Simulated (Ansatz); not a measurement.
# BaTiO3: the cost of one run

Computed with Ansatz 0.2.0 (DFT PBE+U, scalar-relativistic, plane waves, PAW, unless a step's input says otherwise).

The COD entry's cell or inner coordinates are ideal or old and differ from later refinements, so a difference from it is no clean test against experiment.

That is the level of the relaxation; later steps name their own.

### 1 Starting point

Symmetry: P4mm, No. 99, tetragonal system. The conventional cell has a = 4.000 Å, b = 4.000 Å, c = 4.018 Å, α = 90.00°, β = 90.00°, γ = 90.00°. Ba (site symmetry 4mm) is surrounded by 12 O at 2.79 to 2.88 Å. Ti (site symmetry 4mm) is surrounded by 6 O at 1.89 to 2.13 Å. Around O (site symmetry 4mm) lie 2 Ti at 1.89 to 2.13 Å. Around O (site symmetry 2mm) lie 2 Ti at 2.00 Å and 4 Ba at 2.79 to 2.88 Å.

As a file:

```
CELL_PARAMETERS angstrom
3.99980 0.00000 0.00000
0.00000 3.99980 0.00000
0.00000 0.00000 4.01800
ATOMIC_POSITIONS crystal
Ba 0.00000 0.00000 0.00000
Ti 0.50000 0.50000 0.49000
O 0.50000 0.50000 0.01900
O 0.50000 0.00000 0.51700
O 0.00000 0.50000 0.51700
```

The structure comes from the Crystallography Open Database.

(A quick probe on a coarse mesh, which set the mesh and smearing, is not shown.)

### 3 The relaxation

input.yaml reads:

```yaml
crystal:
  lattice:
    - [3.9998, 0.0, 0.0]
    - [0.0, 3.9998, 0.0]
    - [0.0, 0.0, 4.018]
  atoms:
    - { symbol: Ba, position: [0.0, 0.0, 0.0] }
    - { symbol: Ti, position: [0.5, 0.5, 0.49] }
    - { symbol: O, position: [0.5, 0.5, 0.019] }
    - { symbol: O, position: [0.5, 0.0, 0.517] }
    - { symbol: O, position: [0.0, 0.5, 0.517] }
basis:
  ecutwfc: 420
kpoints:
  mp_grid: { grid: [8, 8, 8] }
hamiltonian:
  xc: pbe
  hubbard: { sites: [{ species: Ti, l: d, u_eff: 4.0 }] }
scf:
  occupations: { method: gaussian, width: 0.02 }
output:
  forces: true
  stress: true
  eigenvalues: true
relax:
  adjacent_minimum: "off"
  f_tol: 0.005
  max_steps: 80
  cell: { stress_tol: 0.05 }
```

On the command line:

```console
ansatz run input.yaml --threads 2 --pin off --max-ram 5120MiB --backend cpu --events-out ev --progress --plain --runs-dir out
```

**Question.** How long does this run take on 2 threads of Arm Neoverse V1, shared host, and how much memory does it need?

About 2.2 min, with a peak of 0.53 GiB.
